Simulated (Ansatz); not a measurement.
# AlGeF (triplet): the correlation ladder at distance Al2–Ge3 = 3.318 Å, cc-pVDZ

The task here is to estimate one member of a computed series from the others.

Method: cc-pVDZ, core rule «outside noble gas», up to 20 orbitals frozen; program: Ansatz 0.2.0, Gaussian basis.

To be run: UHF; CCSD(T) on ROHF; CCSD(T) on UHF; BCCD(T) on ROHF; CISD; CCSDT(Q) on ROHF; CCSDT(Q) on UHF; CASSCF and MRCISD+Q, 4 electrons in 4 orbitals; CASSCF and NEVPT2, 4 electrons in 4 orbitals.

36 further runs of the same task are left out: 11 for a known fault of the program, 18 that didn't finish, 7 set aside as unsound or not needed.

### The geometry

The geometry derives from a PBE0/def2-TZVP stationary point (not a proven minimum). One bond is set to the value named and the two fragments are kept rigid. No spin-orbit coupling is included. The filled d shell of Ge may be among the frozen orbitals whatever the setting's name suggests; the logs give the count.

3 atoms, charge 0, spin multiplicity 3.

Atoms are counted from 1 here; the program's logs count them from 0.

Bond lengths: F1–Al2 1.648 Å.

The first run:

in.yaml reads:

```yaml
crystal:
  periodic: [false, false, false]
  atoms:
    - {symbol: F, position_ang: [0.000000, 0.000000, -2.204800]}
    - {symbol: Al, position_ang: [0.000000, 0.000000, -0.556600]}
    - {symbol: Ge, position_ang: [0.000000, 0.000000, 2.761400]}
basis:
  gaussian: {orbitals: cc-pVDZ}
magnetization: {spin_polarized: true, initial_magnetization: 2}
hamiltonian: {xc: hf}
output: {orbitals: {seedname: orbitals}}
```

The run is started by

```sh
$ ansatz run in.yaml --threads 1 --pin off --events-out ev --progress --plain --max-ram 2393MiB
```

Steps of the session up to this table: UHF; CCSD(T) on ROHF; CCSD(T) on UHF; BCCD(T) on ROHF; CISD; CCSDT(Q) on ROHF; CCSDT(Q) on UHF; CASSCF and MRCISD+Q, 4 electrons in 4 orbitals; CASSCF and NEVPT2, 4 electrons in 4 orbitals.

One table of the session follows, with a row left open; its other results are not shown here.

```
       method  from UCCSDT(Q) (meV)
         ROHF               +8677.8
          UHF               +8575.5
         RMP2                +946.0
         UMP2                +936.4
         CISD               +1047.6
        RCCSD                     ?
        UCCSD                +212.6
     RCCSD(T)                 +54.7
     UCCSD(T)                 +46.4
      BCCD(T)                 +49.7
       RCCSDT                 +27.1
       UCCSDT                 +19.2
    RCCSDT(Q)                 +10.9
    UCCSDT(Q)                     0
  CASSCF pair               +8270.0
  MRCISD pair                +982.5
MRCISD+Q pair                +175.5
```

**Question.** Estimate the row for RCCSD.

As computed: from UCCSDT(Q) (meV): +223.2. In the column «from UCCSDT(Q) (meV)» it lies between UCCSD (+212.6) and UMP2 (+936.4).

Not comparable, so not listed: CASSCF and NEVPT2, 4 electrons in 4 orbitals (they don't share determinant, frozen orbitals or solution with the rows shown, or repeat one).

Caveats from the session: Restricted and unrestricted rows rest on different reference determinants; where their highest levels disagree by more than a few hundredths of an eV, they describe different states and don't form one ladder. Warnings in the runs' records: passed over end.
